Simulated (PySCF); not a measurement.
# C2H6BNSi: NMR shifts at several levels of theory, part 1 of 2

Aim: compute the NMR shifts of C2H6BNSi (`NBC#C[SiH3]`) at several levels, and see how far they spread and what each costs.

Computed with PySCF 2.14.0, with density-fitted response routines of our own, on a single molecule in the gas phase. Atoms are numbered from 0 throughout.

### Step 1. The molecule as given

11 atoms, charge 0, multiplicity 1; geometry from: PBE0-D3(BJ)/def2-SVP.

Bonds of the start (Å): N0–B1 1.39, B1–C2 1.53, C2–C3 1.23, C3–Si4 1.83, N0–H5 1.01, N0–H6 1.01, B1–H7 1.21, Si4–H8 1.49, Si4–H9 1.49, Si4–H10 1.49.

### Step 2. NMR shieldings: HF/pcSseg-2

Job settings and geometry (Å):

```
{"job": {"kind": "nmr", "xc": "HF", "basis": "pcSseg-2", "pop": false}, "charge": 0, "multiplicity": 1}
N     -2.592881     0.573856     0.881816
B     -1.895432    -0.100214    -0.113616
C     -0.361452    -0.151051    -0.096856
C      0.863240    -0.200157    -0.096214
Si     2.691666    -0.278435    -0.092577
H     -2.137797     1.055362     1.646987
H     -3.602405     0.626737     0.898761
H     -2.516054    -0.647162    -0.995528
H      3.213656    -0.093133    -1.477754
H      3.246640     0.794784     0.784918
H      3.129907    -1.606263     0.429240
```

Method: GIAO HF/pcSseg-2 NMR shielding, non-relativistic, gas phase.

On the command line:

```bash
$ OMP_NUM_THREADS=1 python probes_run.py task.json out
```

This one command runs all jobs of the session in turn.

Standard output:

```text
final grid: 88776 points
cycle   1  E = -447.3059090911  dE =  4.853e-01  |g| = 3.959e-01  |ddm| = 2.923e+00
cycle   2  E = -447.3664815099  dE = -6.057e-02  |g| = 1.153e-01  |ddm| = 9.846e-01
cycle   3  E = -447.3715212637  dE = -5.040e-03  |g| = 5.864e-02  |ddm| = 3.677e-01
cycle   4  E = -447.3724610152  dE = -9.398e-04  |g| = 1.856e-02  |ddm| = 9.350e-02
cycle   5  E = -447.3725591272  dE = -9.811e-05  |g| = 4.129e-03  |ddm| = 4.285e-02
cycle   6  E = -447.3725683080  dE = -9.181e-06  |g| = 1.632e-03  |ddm| = 9.466e-03
cycle   7  E = -447.3725708314  dE = -2.523e-06  |g| = 8.730e-04  |ddm| = 2.885e-03
cycle   8  E = -447.3725720247  dE = -1.193e-06  |g| = 4.964e-04  |ddm| = 1.711e-03
cycle   9  E = -447.3725725773  dE = -5.526e-07  |g| = 1.755e-04  |ddm| = 1.517e-03
cycle  10  E = -447.3725726359  dE = -5.854e-08  |g| = 4.779e-05  |ddm| = 5.497e-04
cycle  11  E = -447.3725726390  dE = -3.116e-09  |g| = 1.150e-05  |ddm| = 1.846e-04
cycle  12  E = -447.3725726391  dE = -9.720e-11  |g| = 2.588e-06  |ddm| = 3.147e-05
converged SCF energy = -447.3725726391

GIAO shielding tensors (ppm)
atom      isotropic    diamagn.    paramagn.     s11        s22        s33       span
  0 N      165.597     315.975    -150.378     58.429    209.475    228.889    170.460
  1 B       81.912     195.502    -113.589     46.150     72.684    126.904     80.754
  2 C       68.009     266.286    -198.277    -50.883    -31.495    286.403    337.286
  3 C       75.587     258.700    -183.113    -14.194      7.761    233.195    247.389
  4 Si     469.989     877.255    -407.266    463.107    466.994    479.865     16.757
  5 H       27.757      32.415      -4.657     22.729     26.169     34.374     11.645
  6 H       27.786      27.384       0.402     22.870     24.887     35.600     12.730
  7 H       27.336      28.079      -0.743     25.339     28.133     28.537      3.199
  8 H       27.677      29.986      -2.309     24.579     26.062     32.389      7.810
  9 H       27.733      30.372      -2.639     24.528     26.216     32.456      7.928
 10 H       27.677      29.963      -2.287     24.663     26.055     32.311      7.648
```

It took 15 s on 1 thread of Arm Neoverse V2, shared host; peak memory 0.95 GiB.

The references, computed at this level on geometries of the same kind, shield at (ppm): 1H TMS 31.68, 13C TMS 191.5, 29Si TMS 383.0, 15N NH3 260.7, 11B BF3·OEt2 114.5. Their shielding less the atom's gives the shift. The references are single molecules in the gas phase, so shifts against H2O, NH3, PH3, H3PO4 or CFCl3 are not on the usual liquid scales and can be off by tens of ppm. Atoms listed in one row are averaged.

| atoms | environment | σ (ppm) | δ (ppm) |
| --- | --- | --- | --- |
| C2 | alkyne carbon | 68.0 | 123.5 |
| C3 | alkyne carbon | 75.6 | 115.9 |
| H7 | hydrogen on a boron bonded to C, N | 27.34 | 4.35 |
| H8, H9, H10 | hydrogen on a silicon bonded to C | 27.70 | 3.99 |
| H5, H6 | hydrogen on a nitrogen bonded to B | 27.77 | 3.91 |
| N0 | nitrogen bonded to B, 2 H | 165.6 | 95.1 |
| B1 | boron bonded to C, N, H | 81.9 | 32.6 |
| Si4 | silicon bonded to C, 3 H | 470.0 | -87.0 |

### Step 3. Nuclear shieldings: LDA/pcSseg-2

Settings changed since step 2:

```diff
@@ -1,2 +1,2 @@
-{"job": {"kind": "nmr", "xc": "HF", "basis": "pcSseg-2", "pop": false}, "charge": 0, "multiplicity": 1}
+{"job": {"kind": "nmr", "xc": "LDA", "basis": "pcSseg-2", "pop": false}, "charge": 0, "multiplicity": 1}
 N     -2.592881     0.573856     0.881816
```

With the program's defaults for keys left out, this is: GIAO LDA/pcSseg-2 NMR shielding, non-relativistic, gas phase.

Standard output:

```text
coarse grid: 9664 points
cycle   1  E = -446.2674607159  dE =  2.119e-01  |g| = 5.840e-01  |ddm| = 3.208e+00
cycle   2  E = -446.1273973773  dE =  1.401e-01  |g| = 9.224e-01  |ddm| = 1.682e+00
cycle   3  E = -446.3340291709  dE = -2.066e-01  |g| = 2.553e-01  |ddm| = 1.117e+00
cycle   4  E = -446.3476090763  dE = -1.358e-02  |g| = 1.355e-01  |ddm| = 2.598e-01
cycle   5  E = -446.3519844757  dE = -4.375e-03  |g| = 3.533e-02  |ddm| = 1.104e-01
cycle   6  E = -446.3522634410  dE = -2.790e-04  |g| = 1.460e-02  |ddm| = 3.399e-02
cycle   7  E = -446.3523205782  dE = -5.714e-05  |g| = 4.108e-03  |ddm| = 1.392e-02
cycle   8  E = -446.3523247753  dE = -4.197e-06  |g| = 4.815e-04  |ddm| = 3.811e-03
final grid: 88776 points
cycle   9  E = -446.3555893834  dE = -4.321e-05  |g| = 4.822e-03  |ddm| = 5.514e-02
cycle  10  E = -446.3555749532  dE =  1.443e-05  |g| = 9.433e-03  |ddm| = 6.916e-03
cycle  11  E = -446.3555933698  dE = -1.842e-05  |g| = 1.305e-03  |ddm| = 4.686e-03
cycle  12  E = -446.3555937133  dE = -3.436e-07  |g| = 7.446e-04  |ddm| = 1.679e-03
cycle  13  E = -446.3555938336  dE = -1.203e-07  |g| = 3.105e-04  |ddm| = 7.020e-04
cycle  14  E = -446.3555938606  dE = -2.691e-08  |g| = 4.145e-05  |ddm| = 2.481e-04
cycle  15  E = -446.3555938610  dE = -4.181e-10  |g| = 1.145e-05  |ddm| = 5.246e-05
converged SCF energy = -446.3555938610

GIAO shielding tensors (ppm)
atom      isotropic    diamagn.    paramagn.     s11        s22        s33       span
  0 N      129.894     315.931    -186.037      3.598    169.845    216.240    212.642
  1 B       62.162     195.841    -133.679     24.232     45.506    116.748     92.515
  2 C       44.117     263.181    -219.064    -67.146    -57.863    257.362    324.508
  3 C       64.244     260.547    -196.302    -20.627     -4.199    217.558    238.185
  4 Si     414.665     880.281    -465.616    400.831    404.571    438.594     37.763
  5 H       26.202      31.820      -5.618     22.608     24.347     31.650      9.042
  6 H       26.270      27.648      -1.379     22.598     23.823     32.388      9.790
  7 H       25.983      28.469      -2.486     24.596     26.238     27.115      2.519
  8 H       26.246      28.756      -2.510     23.143     24.680     30.915      7.772
  9 H       26.303      28.936      -2.634     23.095     24.835     30.979      7.883
 10 H       26.235      28.706      -2.471     23.243     24.663     30.800      7.557
```

It took 26 s on 1 thread of Arm Neoverse V2, shared host; peak memory 0.89 GiB.

In short: δ C2 136.2, C3 116.0, N0 136.8, B1 28.8, H7 4.79, H5 4.54 ppm (means over like atoms).

### Step 4. NMR shieldings: PBE/pcSseg-2

Settings changed since step 3:

```diff
@@ -1,2 +1,2 @@
-{"job": {"kind": "nmr", "xc": "LDA", "basis": "pcSseg-2", "pop": false}, "charge": 0, "multiplicity": 1}
+{"job": {"kind": "nmr", "xc": "PBE", "basis": "pcSseg-2", "pop": false}, "charge": 0, "multiplicity": 1}
 N     -2.592881     0.573856     0.881816
```

With the program's defaults for keys left out, this is: GIAO PBE/pcSseg-2 NMR shielding, non-relativistic, gas phase.

Standard output:

```text
coarse grid: 9664 points
cycle   1  E = -448.5265854394  dE =  2.267e-01  |g| = 5.717e-01  |ddm| = 2.520e+00
cycle   2  E = -448.3973042473  dE =  1.293e-01  |g| = 8.905e-01  |ddm| = 1.456e+00
cycle   3  E = -448.5912481096  dE = -1.939e-01  |g| = 2.537e-01  |ddm| = 9.655e-01
cycle   4  E = -448.6053508031  dE = -1.410e-02  |g| = 1.241e-01  |ddm| = 2.470e-01
cycle   5  E = -448.6090302239  dE = -3.679e-03  |g| = 3.359e-02  |ddm| = 9.964e-02
cycle   6  E = -448.6092831212  dE = -2.529e-04  |g| = 1.386e-02  |ddm| = 3.081e-02
cycle   7  E = -448.6093351896  dE = -5.207e-05  |g| = 3.638e-03  |ddm| = 1.232e-02
cycle   8  E = -448.6093386887  dE = -3.499e-06  |g| = 4.441e-04  |ddm| = 3.398e-03
final grid: 88776 points
cycle   9  E = -448.6232031228  dE = -7.382e-05  |g| = 1.047e-02  |ddm| = 5.235e-02
cycle  10  E = -448.6231477863  dE =  5.534e-05  |g| = 1.882e-02  |ddm| = 2.363e-02
cycle  11  E = -448.6232252449  dE = -7.746e-05  |g| = 3.194e-03  |ddm| = 1.197e-02
cycle  12  E = -448.6232277075  dE = -2.463e-06  |g| = 1.296e-03  |ddm| = 3.567e-03
cycle  13  E = -448.6232280150  dE = -3.074e-07  |g| = 6.751e-04  |ddm| = 1.147e-03
cycle  14  E = -448.6232281410  dE = -1.260e-07  |g| = 9.995e-05  |ddm| = 4.841e-04
cycle  15  E = -448.6232281435  dE = -2.521e-09  |g| = 2.233e-05  |ddm| = 1.024e-04
cycle  16  E = -448.6232281436  dE = -1.336e-10  |g| = 3.341e-06  |ddm| = 3.123e-05
converged SCF energy = -448.6232281436

GIAO shielding tensors (ppm)
atom      isotropic    diamagn.    paramagn.     s11        s22        s33       span
  0 N      134.112     315.775    -181.663     15.017    175.711    211.609    196.592
  1 B       66.455     195.215    -128.760     30.338     52.597    116.430     86.091
  2 C       49.366     267.083    -217.717    -60.073    -50.381    258.553    318.626
  3 C       69.741     263.575    -193.835    -14.086      1.671    221.638    235.724
  4 Si     428.520     879.044    -450.525    416.619    420.063    448.877     32.258
  5 H       26.773      32.272      -5.499     23.168     24.947     32.203      9.036
  6 H       26.836      27.844      -1.008     23.147     24.394     32.967      9.820
  7 H       26.541      28.719      -2.178     25.147     26.906     27.572      2.425
  8 H       26.813      28.999      -2.186     23.769     25.278     31.392      7.623
  9 H       26.864      29.271      -2.406     23.720     25.431     31.442      7.722
 10 H       26.806      28.949      -2.143     23.866     25.267     31.286      7.421
```

Wall time 32 s (1 thread of Arm Neoverse V2, shared host); peak memory 0.8 GiB.

This run: δ C2 130.0, C3 109.7, N0 126.9, B1 26.2, H7 4.64, H5 4.37 ppm (means over like atoms).

### Step 5. NMR shieldings: BLYP/pcSseg-2

Settings changed since step 4:

```diff
@@ -1,2 +1,2 @@
-{"job": {"kind": "nmr", "xc": "PBE", "basis": "pcSseg-2", "pop": false}, "charge": 0, "multiplicity": 1}
+{"job": {"kind": "nmr", "xc": "BLYP", "basis": "pcSseg-2", "pop": false}, "charge": 0, "multiplicity": 1}
 N     -2.592881     0.573856     0.881816
```

Method: GIAO BLYP/pcSseg-2 NMR shielding, non-relativistic, gas phase.

Standard output:

```text
coarse grid: 9664 points
cycle   1  E = -448.8225319684  dE =  2.247e-01  |g| = 6.129e-01  |ddm| = 2.476e+00
cycle   2  E = -448.6568806313  dE =  1.657e-01  |g| = 9.934e-01  |ddm| = 1.561e+00
cycle   3  E = -448.8975059926  dE = -2.406e-01  |g| = 2.549e-01  |ddm| = 1.033e+00
cycle   4  E = -448.9106967215  dE = -1.319e-02  |g| = 1.395e-01  |ddm| = 2.558e-01
cycle   5  E = -448.9152927698  dE = -4.596e-03  |g| = 4.009e-02  |ddm| = 1.080e-01
cycle   6  E = -448.9156557575  dE = -3.630e-04  |g| = 1.569e-02  |ddm| = 3.677e-02
cycle   7  E = -448.9157241637  dE = -6.841e-05  |g| = 3.663e-03  |ddm| = 1.362e-02
cycle   8  E = -448.9157279111  dE = -3.747e-06  |g| = 4.515e-04  |ddm| = 3.509e-03
final grid: 88776 points
cycle   9  E = -448.9336786880  dE = -5.663e-05  |g| = 8.007e-03  |ddm| = 4.861e-02
cycle  10  E = -448.9336414239  dE =  3.726e-05  |g| = 1.529e-02  |ddm| = 1.525e-02
cycle  11  E = -448.9336911281  dE = -4.970e-05  |g| = 1.975e-03  |ddm| = 8.491e-03
cycle  12  E = -448.9336921545  dE = -1.026e-06  |g| = 5.264e-04  |ddm| = 2.205e-03
cycle  13  E = -448.9336922116  dE = -5.707e-08  |g| = 3.153e-04  |ddm| = 5.723e-04
cycle  14  E = -448.9336922329  dE = -2.135e-08  |g| = 1.434e-04  |ddm| = 2.774e-04
cycle  15  E = -448.9336922381  dE = -5.150e-09  |g| = 2.332e-05  |ddm| = 1.149e-04
cycle  16  E = -448.9336922382  dE = -1.460e-10  |g| = 3.748e-06  |ddm| = 2.577e-05
converged SCF energy = -448.9336922382

GIAO shielding tensors (ppm)
atom      isotropic    diamagn.    paramagn.     s11        s22        s33       span
  0 N      132.888     314.087    -181.199     16.764    175.893    206.008    189.244
  1 B       64.665     193.040    -128.374     28.966     51.379    113.651     84.685
  2 C       47.028     264.713    -217.684    -63.597    -53.541    258.223    321.819
  3 C       66.940     264.754    -197.814    -18.874     -2.420    222.114    240.988
  4 Si     418.224     878.148    -459.924    406.907    410.392    437.371     30.464
  5 H       27.077      32.307      -5.229     23.497     25.320     32.415      8.917
  6 H       27.149      28.474      -1.325     23.445     24.717     33.286      9.841
  7 H       26.852      29.057      -2.205     25.443     27.206     27.906      2.463
  8 H       27.080      29.068      -1.988     24.090     25.571     31.578      7.487
  9 H       27.130      29.291      -2.161     24.041     25.722     31.626      7.586
 10 H       27.077      29.023      -1.946     24.187     25.563     31.481      7.294
```

Wall time 32 s (1 thread of Arm Neoverse V2, shared host); peak memory 0.8 GiB.

This run: δ C2 128.0, C3 108.1, N0 124.7, B1 26.5, H7 4.52, H8 4.28 ppm (means over like atoms).

### Step 6. Shielding tensors: BP86/pcSseg-2

Settings changed since step 5:

```diff
@@ -1,2 +1,2 @@
-{"job": {"kind": "nmr", "xc": "BLYP", "basis": "pcSseg-2", "pop": false}, "charge": 0, "multiplicity": 1}
+{"job": {"kind": "nmr", "xc": "BP86", "basis": "pcSseg-2", "pop": false}, "charge": 0, "multiplicity": 1}
 N     -2.592881     0.573856     0.881816
```

Level: GIAO BP86/pcSseg-2 NMR shielding, non-relativistic, gas phase.

Standard output:

```text
coarse grid: 9664 points
cycle   1  E = -448.9209816527  dE =  2.262e-01  |g| = 5.704e-01  |ddm| = 2.495e+00
cycle   2  E = -448.7995045870  dE =  1.215e-01  |g| = 8.794e-01  |ddm| = 1.516e+00
cycle   3  E = -448.9849013792  dE = -1.854e-01  |g| = 2.501e-01  |ddm| = 9.715e-01
cycle   4  E = -448.9987520713  dE = -1.385e-02  |g| = 1.209e-01  |ddm| = 2.465e-01
cycle   5  E = -449.0022612051  dE = -3.509e-03  |g| = 3.332e-02  |ddm| = 9.737e-02
cycle   6  E = -449.0025146107  dE = -2.534e-04  |g| = 1.315e-02  |ddm| = 3.087e-02
cycle   7  E = -449.0025614135  dE = -4.680e-05  |g| = 3.355e-03  |ddm| = 1.177e-02
cycle   8  E = -449.0025644216  dE = -3.008e-06  |g| = 4.219e-04  |ddm| = 3.392e-03
final grid: 88776 points
cycle   9  E = -449.0164526224  dE = -6.370e-05  |g| = 5.743e-03  |ddm| = 5.987e-02
cycle  10  E = -449.0164368048  dE =  1.582e-05  |g| = 1.008e-02  |ddm| = 9.999e-03
cycle  11  E = -449.0164580158  dE = -2.121e-05  |g| = 2.336e-03  |ddm| = 5.944e-03
cycle  12  E = -449.0164591070  dE = -1.091e-06  |g| = 1.257e-03  |ddm| = 2.547e-03
cycle  13  E = -449.0164594537  dE = -3.467e-07  |g| = 4.472e-04  |ddm| = 9.879e-04
cycle  14  E = -449.0164595116  dE = -5.790e-08  |g| = 6.054e-05  |ddm| = 3.744e-04
cycle  15  E = -449.0164595125  dE = -8.382e-10  |g| = 2.311e-05  |ddm| = 7.582e-05
converged SCF energy = -449.0164595125

GIAO shielding tensors (ppm)
atom      isotropic    diamagn.    paramagn.     s11        s22        s33       span
  0 N      134.514     315.448    -180.933     16.020    175.696    211.826    195.807
  1 B       67.266     195.151    -127.885     31.591     53.775    116.430     84.839
  2 C       49.994     264.912    -214.918    -59.078    -49.590    258.651    317.729
  3 C       70.038     263.281    -193.242    -13.843      1.958    222.000    235.842
  4 Si     426.387     879.042    -452.654    414.913    418.348    445.901     30.989
  5 H       26.853      32.183      -5.330     23.219     25.059     32.280      9.062
  6 H       26.922      27.914      -0.992     23.231     24.495     33.041      9.811
  7 H       26.624      28.726      -2.102     25.209     27.006     27.656      2.447
  8 H       26.874      29.104      -2.230     23.839     25.335     31.449      7.609
  9 H       26.925      29.344      -2.419     23.791     25.485     31.499      7.708
 10 H       26.868      29.055      -2.187     23.936     25.322     31.344      7.408
```

It took 30 s on 1 thread of Arm Neoverse V2, shared host; peak memory 0.85 GiB.

This run: δ C2 129.2, C3 109.1, N0 124.7, B1 26.1, H7 4.61, H5 4.35 ppm (means over like atoms).

### Step 7. Shielding tensors: OPBE/pcSseg-2

Settings changed since step 6:

```diff
@@ -1,2 +1,2 @@
-{"job": {"kind": "nmr", "xc": "BP86", "basis": "pcSseg-2", "pop": false}, "charge": 0, "multiplicity": 1}
+{"job": {"kind": "nmr", "xc": "OPBE", "basis": "pcSseg-2", "pop": false}, "charge": 0, "multiplicity": 1}
 N     -2.592881     0.573856     0.881816
```

Level: GIAO OPBE/pcSseg-2 NMR shielding, non-relativistic, gas phase.

Standard output:

```text
coarse grid: 9664 points
cycle   1  E = -448.7836362537  dE =  2.179e-01  |g| = 5.247e-01  |ddm| = 2.694e+00
cycle   2  E = -448.6939555359  dE =  8.968e-02  |g| = 7.656e-01  |ddm| = 1.299e+00
cycle   3  E = -448.8381719258  dE = -1.442e-01  |g| = 2.507e-01  |ddm| = 8.344e-01
cycle   4  E = -448.8528213794  dE = -1.465e-02  |g| = 1.095e-01  |ddm| = 2.481e-01
cycle   5  E = -448.8557419699  dE = -2.921e-03  |g| = 2.912e-02  |ddm| = 9.913e-02
cycle   6  E = -448.8559359674  dE = -1.940e-04  |g| = 1.180e-02  |ddm| = 2.755e-02
cycle   7  E = -448.8559738602  dE = -3.789e-05  |g| = 3.330e-03  |ddm| = 1.140e-02
cycle   8  E = -448.8559767094  dE = -2.849e-06  |g| = 5.175e-04  |ddm| = 3.414e-03
final grid: 88776 points
cycle   9  E = -448.8577630420  dE = -2.463e-04  |g| = 1.072e-02  |ddm| = 2.060e-01
cycle  10  E = -448.8577362106  dE =  2.683e-05  |g| = 1.314e-02  |ddm| = 2.361e-02
cycle  11  E = -448.8577653289  dE = -2.912e-05  |g| = 9.340e-03  |ddm| = 1.462e-02
cycle  12  E = -448.8577878566  dE = -2.253e-05  |g| = 1.843e-03  |ddm| = 7.573e-03
cycle  13  E = -448.8577886944  dE = -8.378e-07  |g| = 3.447e-04  |ddm| = 1.803e-03
cycle  14  E = -448.8577887233  dE = -2.897e-08  |g| = 1.033e-04  |ddm| = 3.231e-04
cycle  15  E = -448.8577887249  dE = -1.567e-09  |g| = 6.219e-05  |ddm| = 8.933e-05
cycle  16  E = -448.8577887259  dE = -1.053e-09  |g| = 5.038e-06  |ddm| = 5.190e-05
cycle  17  E = -448.8577887260  dE = -8.072e-12  |g| = 7.262e-07  |ddm| = 6.267e-06
converged SCF energy = -448.8577887260

GIAO shielding tensors (ppm)
atom      isotropic    diamagn.    paramagn.     s11        s22        s33       span
  0 N      142.734     318.388    -175.654     28.659    183.151    216.393    187.733
  1 B       72.823     198.243    -125.420     38.230     60.415    119.823     81.592
  2 C       58.227     274.502    -216.275    -47.707    -38.048    260.435    308.142
  3 C       78.139     262.761    -184.621     -2.393     12.223    224.587    226.979
  4 Si     450.686     880.037    -429.351    439.562    442.745    469.751     30.189
  5 H       26.810      32.524      -5.714     23.052     24.947     32.430      9.378
  6 H       26.846      26.883      -0.037     23.073     24.386     33.079     10.006
  7 H       26.562      28.516      -1.954     25.170     27.047     27.470      2.299
  8 H       26.894      29.341      -2.447     23.844     25.363     31.475      7.631
  9 H       26.943      29.817      -2.874     23.796     25.519     31.513      7.718
 10 H       26.887      29.293      -2.406     23.937     25.356     31.367      7.430
```

Wall time 33 s (1 thread of Arm Neoverse V2, shared host); peak memory 0.86 GiB.

This run: δ C2 126.2, C3 106.3, N0 120.1, B1 24.9, H7 4.64, H5 4.37 ppm (means over like atoms).

### Step 8. Nuclear shieldings: KT2/pcSseg-2

Settings changed since step 7:

```diff
@@ -1,2 +1,2 @@
-{"job": {"kind": "nmr", "xc": "OPBE", "basis": "pcSseg-2", "pop": false}, "charge": 0, "multiplicity": 1}
+{"job": {"kind": "nmr", "xc": "KT2", "basis": "pcSseg-2", "pop": false}, "charge": 0, "multiplicity": 1}
 N     -2.592881     0.573856     0.881816
```

Method: GIAO KT2/pcSseg-2 NMR shielding, non-relativistic, gas phase.

Standard output:

```text
coarse grid: 9664 points
cycle   1  E = -454.2186464410  dE =  2.474e-01  |g| = 5.366e-01  |ddm| = 3.582e+00
cycle   2  E = -454.1139411014  dE =  1.047e-01  |g| = 8.161e-01  |ddm| = 1.291e+00
cycle   3  E = -454.2796720518  dE = -1.657e-01  |g| = 2.180e-01  |ddm| = 8.214e-01
cycle   4  E = -454.2902659675  dE = -1.059e-02  |g| = 1.128e-01  |ddm| = 2.201e-01
cycle   5  E = -454.2935012065  dE = -3.235e-03  |g| = 2.810e-02  |ddm| = 8.926e-02
cycle   6  E = -454.2936855313  dE = -1.843e-04  |g| = 1.110e-02  |ddm| = 2.689e-02
cycle   7  E = -454.2937212002  dE = -3.567e-05  |g| = 2.514e-03  |ddm| = 1.051e-02
cycle   8  E = -454.2937229708  dE = -1.771e-06  |g| = 3.834e-04  |ddm| = 2.602e-03
final grid: 88776 points
cycle   9  E = -454.3217612203  dE = -2.600e-04  |g| = 1.289e-02  |ddm| = 4.940e-01
cycle  10  E = -454.3217375362  dE =  2.368e-05  |g| = 1.337e-02  |ddm| = 2.682e-02
cycle  11  E = -454.3217743337  dE = -3.680e-05  |g| = 5.756e-03  |ddm| = 1.831e-02
cycle  12  E = -454.3217814505  dE = -7.117e-06  |g| = 3.008e-03  |ddm| = 5.418e-03
cycle  13  E = -454.3217839192  dE = -2.469e-06  |g| = 3.270e-04  |ddm| = 2.426e-03
cycle  14  E = -454.3217839419  dE = -2.268e-08  |g| = 1.722e-04  |ddm| = 3.425e-04
cycle  15  E = -454.3217839480  dE = -6.183e-09  |g| = 5.931e-05  |ddm| = 1.148e-04
cycle  16  E = -454.3217839490  dE = -9.427e-10  |g| = 5.304e-06  |ddm| = 4.837e-05
converged SCF energy = -454.3217839490

GIAO shielding tensors (ppm)
atom      isotropic    diamagn.    paramagn.     s11        s22        s33       span
  0 N      140.510     315.071    -174.561     26.669    182.046    212.815    186.146
  1 B       74.649     194.299    -119.650     41.924     63.501    118.522     76.598
  2 C       60.566     266.205    -205.639    -43.158    -34.257    259.114    302.273
  3 C       81.897     267.302    -185.405      2.814     17.057    225.820    223.006
  4 Si     452.350     879.803    -427.453    440.582    443.967    472.500     31.918
  5 H       26.827      32.368      -5.541     23.089     24.797     32.595      9.506
  6 H       26.916      27.993      -1.077     23.105     24.248     33.394     10.289
  7 H       26.709      27.815      -1.106     25.034     27.309     27.785      2.751
  8 H       26.816      28.397      -1.581     23.717     25.250     31.480      7.764
  9 H       26.869      28.653      -1.784     23.671     25.400     31.536      7.865
 10 H       26.808      28.332      -1.525     23.808     25.239     31.376      7.568
```

Run time: 32 s. Hardware: 1 thread of Arm Neoverse V2, shared host; peak memory 0.82 GiB.

Key values: δ C2 121.7, C3 100.4, N0 119.6, B1 23.6, H7 4.47, H8 4.35 ppm (means over like atoms).

(Continued in part 2 of 2.)
